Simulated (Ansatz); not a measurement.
# C₂H₃F₂GaSi: geometry and vibrations

What shape does C₂H₃F₂GaSi take? The plan is to relax it, then compute its harmonic vibrations to see whether it is a minimum and to get the zero-point energy and entropy, and look at its orbitals and charge.

Method: RKS PBE0-D4/def2-TZVP; program: Ansatz 0.2.0, Gaussian basis.

Plan: relaxation at PBE0-D4/def2-TZVP; harmonic vibrations at the same level; a single point in def2-TZVPP for the fields.

## 1. Starting geometry

SMILES `C#C[Si](F)(F)[GaH2]`, 9 atoms, charge 0, spin multiplicity 1.

Atoms are counted from 1 here; the program's logs count them from 0.

Bond lengths: C1–C2 1.202 Å, C1–H7 1.053 Å, C2–Si3 1.855 Å, Si3–F4 1.616 Å, Si3–F5 1.617 Å, Si3–Ga6 2.390 Å, Ga6–H8 1.609 Å, Ga6–H9 1.606 Å. Angles: C2–C1–H7 178.3°, C1–C2–Si3 176.6°, C2–Si3–F4 107.0°, C2–Si3–F5 106.7°, C2–Si3–Ga6 129.6°, F4–Si3–F5 99.1°, F4–Si3–Ga6 107.7°, F5–Si3–Ga6 102.6°, Si3–Ga6–H8 124.9°, Si3–Ga6–H9 122.6°, H8–Ga6–H9 112.4°.

As a file:

```
C     1.48634   -2.34801   -0.60655
C     1.00244   -1.24834   -0.56740
Si    0.18011    0.40879   -0.43702
F    -0.32573    0.80450   -1.92023
F     1.36129    1.50108   -0.27050
Ga   -1.46444    1.17605    1.11873
H     1.93061   -3.30068   -0.66265
H    -2.93276    0.54289    1.29396
H    -1.23786    2.46373    2.05167
```

The start is a GFN2-xTB geometry.

## 2. Geometry optimisation, PBE0-D4/def2-TZVP

The input, in.yaml:

```yaml
crystal:
  periodic: [false, false, false]
  atoms:
    - {symbol: C, position_ang: [1.486340, -2.348010, -0.606550]}
    - {symbol: C, position_ang: [1.002440, -1.248340, -0.567400]}
    - {symbol: Si, position_ang: [0.180110, 0.408790, -0.437020]}
    - {symbol: F, position_ang: [-0.325730, 0.804500, -1.920230]}
    - {symbol: F, position_ang: [1.361290, 1.501080, -0.270500]}
    - {symbol: Ga, position_ang: [-1.464440, 1.176050, 1.118730]}
    - {symbol: H, position_ang: [1.930610, -3.300680, -0.662650]}
    - {symbol: H, position_ang: [-2.932760, 0.542890, 1.293960]}
    - {symbol: H, position_ang: [-1.237860, 2.463730, 2.051670]}
basis:
  gaussian: {orbitals: def2-TZVP}
hamiltonian: {xc: pbe0, dispersion: d4}
relax: {f_tol: 0.005, max_steps: 150}
```

Command:

```sh
ansatz run in.yaml --threads 4 --pin off --events-out ev --progress --plain --max-ram 10444MiB
```

After this run come: Harmonic vibrations; Fields at the relaxed geometry.

Q: Predict the results of all the runs planned. Wanted: point group; shift from the start; total energy; dispersion term; dipole moment; lowest, highest wavenumber; zero-point energy; HOMO, LUMO.

As calculated:

| quantity | value |
| --- | --- |
| point group | Cs |
| steps | 31 |
| shift from the start (rms) | 0.484 Å |
| total energy | -67799.3673 eV |
| dispersion term | -200 meV |
| dipole moment | 2.23 D |
| lowest, highest wavenumber | 38, 3461 cm⁻¹ |
| zero-point energy | 24.5 kcal/mol |
| entropy at 298.15 K | 401.9 J/(mol K) |
| HOMO, LUMO | -7.96, -2.55 eV |

What this shows: The atoms moved 0.48 Å (rms) from the start; the bond that changed most is Ga6–H8, from 1.609 to 1.567 Å. No mode is imaginary: a true minimum at this level. The stiffest mode, 3461 cm⁻¹, is a C–H stretch, and 5 modes under 200 cm⁻¹ make the vibrational entropy uncertain. Harmonic hybrid wavenumbers usually lie a few per cent above measured fundamentals. The largest Mulliken charge, +0.66 e, sits on Si3. The HOMO lies mostly on Si3 26 %; Ga6 23 % and the LUMO on Ga6 52 %; H8, H9 about 12 % each.
